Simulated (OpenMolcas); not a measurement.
**Os⁶⁺ among point charges: CASSCF and CASPT2 levels and susceptibility**

How does a field of 6 point charges split the states of Os⁶⁺, and what χT follows?

The numbers are computed with OpenMolcas 26.06 (state-averaged CASSCF and CASPT2, spin-orbit coupling by RASSI with atomic mean-field integrals), except any that are marked as measured or tabulated.

**1. Starting point**

| Property | Result |
| --- | --- |
| Species | Os⁶⁺ (osmium, Z = 76, 70 electrons) |
| Basis | ANO-RCC-VDZP [7s6p4d2f1g], 68 functions |
| Scalar Hamiltonian | DKH2, point nucleus |
| Inactive shells | 1s 2s 2p 3s 3p 3d 4s 4p 4d 4f 5s 5p |
| Active space | 2 electrons in 5 orbitals (5d) |
| Some configurations of this space | 5d² |
| Orbitals | optimised for each spin and parity, averaged over all roots |

Outer shells as boxes (Hund's rule):

5d2
```
5d [↑ ][↑ ][  ][  ][  ]
```

The ion sits among 6 point charges of -1.7 e arranged as an octahedron (Oh), 2.03 Å from the ion.

The work runs as a chain of OpenMolcas steps in one folder; each step below is one input file. Labels, J, g values, rates, χT and fits are worked out afterwards by a script from the matrices that RASSI stores. The input lists half of the charges; inversion (Group=XYZ) makes the rest.

**2. GATEWAY and SEWARD: basis and integrals**

Contents of a.inp:

```
&GATEWAY
Coord
1

Os 0.0 0.0 0.0
Basis=ANO-RCC-VDZP
Group=XYZ
NoMove
AngMom=0.0 0.0 0.0
AMFI
XField
3 Angstrom 0
2.030000 0.000000 0.000000 -1.700000
0.000000 2.030000 0.000000 -1.700000
0.000000 0.000000 2.030000 -1.700000
&SEWARD
```

Launch:

```bash
$ OMP_NUM_THREADS=1 MOLCAS_MEM=1689 MOLCAS_PROJECT=a pymolcas a.inp > a.log
```

**3. Reference wave functions, triplets of even parity, 10 roots**

Contents of a.inp:

```
&RASSCF
FileOrb=start.orb
Symmetry=1
Spin=3
nActEl=2 0 0
Inactive=15 19
Ras2=5 0
CIRoot=10 10 1
SDav=10
CIMx=300
Iter=120 100
PrWF=0.3
OrbListing=Nothing
MaxOrb=0
>>> COPY $Project.JobIph JOB001
```

start.orb holds the contracted functions of the basis, ordered by shell, or the orbitals of the step before.

**4. CASSCF: singlets of even parity, 15 roots**

Contents of a.inp:

```
&RASSCF
FileOrb=start.orb
Symmetry=1
Spin=1
nActEl=2 0 0
Inactive=15 19
Ras2=5 0
CIRoot=15 15 1
SDav=15
CIMx=300
Iter=120 100
PrWF=0.3
OrbListing=Nothing
MaxOrb=0
>>> COPY $Project.JobIph JOB002
```

**5. RASSI: spin-orbit coupling between the states**

Contents of a.inp:

```
&RASSI
NrOfJobIphs=2 10 15
1 2 3 4 5 6 7 8 9 10
1 2 3 4 5 6 7 8 9 10 11 12 13 14 15
IphNames
JOB001
JOB002
EJob
SpinOrbit
DIPRint=1.0
SOCoupling=1000.0
Subsets=2
Property=9
'ANGMOM' 1 'ANGMOM' 2 'ANGMOM' 3 'MLTPL  1' 1 'MLTPL  1' 2 'MLTPL  1' 3
'AMFI' 1 'AMFI' 2 'AMFI' 3
SOProperty=3
'ANGMOM' 1 'ANGMOM' 2 'ANGMOM' 3
```

**6. CASPT2: IPEA 0.25, imaginary shift 0.1 (closed shells correlated: 5s 5p)**

Contents of a.inp:

```
>>> COPY JOB001 $Project.JobIph
&CASPT2
Multistate=10 1 2 3 4 5 6 7 8 9 10
NoMult
Frozen=14 16
IPEA=0.25
Imaginary=0.1
MaxIter=60
WThr=0.0 0.3 0.05
PrWF=0.5
NoMix
>>> COPY JOB002 $Project.JobIph
&CASPT2
Multistate=15 1 2 3 4 5 6 7 8 9 10 11 12 13 14 15
NoMult
Frozen=14 16
IPEA=0.25
Imaginary=0.1
MaxIter=60
WThr=0.0 0.3 0.05
PrWF=0.5
NoMix
```

(Steps that only read results are left out.)

Q: Predict the outcome of this session. Wanted: spin-free ground state; first state of the same spin within the active space; lowest level; next level.

**Answer**, as computed:

| quantity | value |
| --- | --- |
| method | SS-CASPT2, IPEA 0.25, imaginary shift 0.1 (closed shells correlated: 5s 5p) |
| spin-free ground state | 3T1, 3-fold in its orbital part |
| first state of the same spin within the active space | 3T2 at 5520 cm⁻¹ |
| lowest level | 2-fold E, g = 0.00, 0.00, 0.00 |
| next level | 1155.4 cm⁻¹ |
| χT at 300 K | 0.10 cm³ K/mol |
| effective moment at 300 K | 0.88 μB |

Cost by method:

```csv
method,time of its own steps,time with the reference
A. CASSCF,6 s,6 s
"B. SS-CASPT2, IPEA 0.25, imaginary shift 0.1, +5s 5p",3.1 s,9.1 s
```

Times are of one thread on a shared host.

**Reading.** The spin-free ground state (3T1) comes to 98 % from free-ion F terms and keeps the highest spin of the shell. χT at 300 K is 0.10, against 1.00 cm³ K/mol for the spin alone, so spin-orbit coupling lowers it. A ligand-field fit to the states below 45000 cm-1 gives 10Dq = 6915 cm-1, B = 834 cm-1 and C = 3621 cm-1 (C/B = 4.34), with a deviation of 263 cm-1. CASPT2 does not keep the components of a term degenerate, and the means are used. The field of point charges can differ much from that of real complexes. Point charges carry no covalency, so the field is a model and not that of real ligands.
